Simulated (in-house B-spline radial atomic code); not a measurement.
# Nb⁴⁺: excited configurations

Wanted: excitation energies of Nb⁴⁺ as differences of total energies (ΔSCF).

Program: in-house B-spline radial atomic code version 1. Level of theory: Dirac-Hartree-Fock, average of configuration, Fermi nucleus, basis-set limit. These are calculated values, not measurements, unless marked.

**1. The atom as given**

```
element       : niobium (Z = 41)
charge        : +4
electrons     : 37
configuration : [Kr] 4d1
Hamiltonian   : Dirac-Coulomb
nucleus       : Fermi, rms radius 4.324 fm
```

The outer shells:

[Kr] 4d1
```
[Kr] core
4d [↑ ][  ][  ][  ][  ]
```

The boxes draw the filling by Hund's rule, which heavy ions in jj coupling don't follow; these runs average over all states of the configuration.

Settings, as recorded:

```ini
Z = 41
electrons = 37.0
configuration = [Kr] 4d1
hamiltonian = dirac
method = hf
spin_polarised = False
nucleus = fermi
rms_radius = 4.324
mass_number = 93
atomic_mass = 92.90637317
speed_of_light = 137.035999084
```

From the earlier run of the reference: total energy -3815.316867 hartree. Levels, eight at most:

```tsv
orbital	occupation	energy (eV)	<r> (bohr)
3p3/2	4	-431.02	0.4462
3d3/2	4	-272.80	0.4294
3d5/2	6	-269.82	0.4328
4s1/2	2	-117.91	1.143
4p1/2	2	-89.073	1.240
4p3/2	4	-86.687	1.264
4d3/2	0.4	-49.917	1.609
4d5/2	0.6	-49.691	1.619
```

**2. [Kr] 7d1**

Settings, as recorded:

```ini
Z = 41
electrons = 37.0
configuration = [Kr] 7d1
hamiltonian = dirac
method = hf
spin_polarised = False
nucleus = fermi
rms_radius = 4.324
mass_number = 93
atomic_mass = 92.90637317
speed_of_light = 137.035999084
```

**3. Configuration [Ar] 3d9 4s2 4p6 4d1 7d1**

The settings differ from step 2 so:

```diff
@@ -2,3 +2,3 @@
 electrons = 37.0
-configuration = [Kr] 7d1
+configuration = [Ar] 3d9 4s2 4p6 4d1 7d1
 hamiltonian = dirac
```

**4. Run with [Ar] 3d10 4s2 4p5 4d1 8p1**

The settings differ from step 3 so:

```diff
@@ -2,3 +2,3 @@
 electrons = 37.0
-configuration = [Ar] 3d9 4s2 4p6 4d1 7d1
+configuration = [Ar] 3d10 4s2 4p5 4d1 8p1
 hamiltonian = dirac
```

**5. Run with [Ar] 3d10 4s2 4p5 4d1 6f1**

The settings differ from step 4 so:

```diff
@@ -2,3 +2,3 @@
 electrons = 37.0
-configuration = [Ar] 3d10 4s2 4p5 4d1 8p1
+configuration = [Ar] 3d10 4s2 4p5 4d1 6f1
 hamiltonian = dirac
```

**6. Configuration [Ar] 3d10 4s2 4p5 4d2**

The settings differ from step 5 so:

```diff
@@ -2,3 +2,3 @@
 electrons = 37.0
-configuration = [Ar] 3d10 4s2 4p5 4d1 6f1
+configuration = [Ar] 3d10 4s2 4p5 4d2
 hamiltonian = dirac
```

**7. Configuration [Kr] 6g1**

The settings differ from step 6 so:

```diff
@@ -2,3 +2,3 @@
 electrons = 37.0
-configuration = [Ar] 3d10 4s2 4p5 4d2
+configuration = [Kr] 6g1
 hamiltonian = dirac
```

**8. Configuration [Kr] 5g1**

The settings differ from step 7 so:

```diff
@@ -2,3 +2,3 @@
 electrons = 37.0
-configuration = [Kr] 6g1
+configuration = [Kr] 5g1
 hamiltonian = dirac
```

**9. Run with [Ar] 3d9 4s2 4p6 4d1 8g1**

The settings differ from step 8 so:

```diff
@@ -2,3 +2,3 @@
 electrons = 37.0
-configuration = [Kr] 5g1
+configuration = [Ar] 3d9 4s2 4p6 4d1 8g1
 hamiltonian = dirac
```

How far above the reference does each configuration lie (order and size, in eV)?

The runs gave:

| net move | configuration | energy above the reference (eV) | with Breit, QED, recoil (eV) | largest <r> (bohr) |
| --- | --- | --- | --- | --- |
| 4d → 5g | [Kr] 5g1 | 35.731 | 35.745 | 5.48 |
| 4p → 4d | [Ar] 3d10 4s2 4p5 4d2 | 36.456 | 36.403 | 1.60 |
| 4d → 7d | [Kr] 7d1 | 39.331 | 39.345 | 9.66 |
| 4d → 6g | [Kr] 6g1 | 39.888 | 39.903 | 8.76 |
| 4p → 6f | [Ar] 3d10 4s2 4p5 4d1 6f1 | 76.319 | 76.276 | 8.71 |
| 4p → 8p | [Ar] 3d10 4s2 4p5 4d1 8p1 | 77.745 | 77.705 | 11.6 |
| 3d → 7d | [Ar] 3d9 4s2 4p6 4d1 7d1 | 252.06 | 252.05 | 9.45 |
| 3d → 8g | [Ar] 3d9 4s2 4p6 4d1 8g1 | 256.96 | 256.95 | 17.1 |

Quantum defects of the promoted electron, δ = n − ζ/√(−2ε) with ζ = 5 and ε its orbital energy in hartree:

| promotion | δ |
| --- | --- |
| 4d → 5g | 0.004 |
| 4d → 7d | 1.176 |
| 4d → 6g | 0.007 |
| 4p → 6f | 0.217 |
| 4p → 8p | 1.763 |
| 3d → 7d | 1.291 |
| 3d → 8g | 0.013 |

**Reading.** The lowest of them is 4d → 5g at 35.731 eV and the highest 3d → 8g at 256.96 eV. Koopmans' estimate of the ionisation threshold is 49.691 eV; 4 configurations exceed it by over 2 % and could autoionise. Of those tabulated, the defect is largest for 8p (1.76) and least for 5g (0.00): low angular momentum penetrates the core, high angular momentum stays outside it. Two partly filled shells share a symmetry and can mix in the average, which may lower the energy, for: 4p → 8p; 3d → 7d; 3d → 8g. These are averages over configurations, without correlation, not spectroscopic levels.
